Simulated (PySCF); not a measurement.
# I5Nb ([NbI5]2-): the cost of one run

Computed with PySCF 2.14.0 and routines of our own; the level stands in each step. Atoms count from 0.

### Step 1. The starting structure

6 atoms, charge -2, states of the metal's open shell are computed; geometry from: model geometry, bond lengths from ionic radii.

### Step 2. Ligand-field states: state-averaged CASSCF in water

The job: settings as JSON, then the geometry in Å.

```
{"job": {"kind": "lf", "basis": {"metal": "x2c-TZVPall", "ligand": "x2c-SVPall"}, "nevpt": true, "solvent": "water"}, "charge": -2, "metal": "Nb", "open_shell": "d2"}
Nb     0.000000     0.000000     0.000000
I      0.000000     0.000000     2.720000
I      2.678677     0.000000    -0.472323
I     -2.678677     0.000000    -0.472323
I      0.000000     2.678677    -0.472323
I     -0.000000    -2.678677    -0.472323
```

Method: state-averaged CASSCF of the metal d shell, SC-NEVPT2 on the averaged canonical orbitals, state-interaction spin-orbit coupling.

On the command line:

```bash
$ OMP_NUM_THREADS=1 python lf_run.py task.json out
```

The driver reads the jobs from task.json and runs them one after another.

**Question.** How long does this first job take on 1 thread of Arm Neoverse V2, shared host, and how much memory does it need?

About 1.7 min, with a peak of 0.94 GiB.
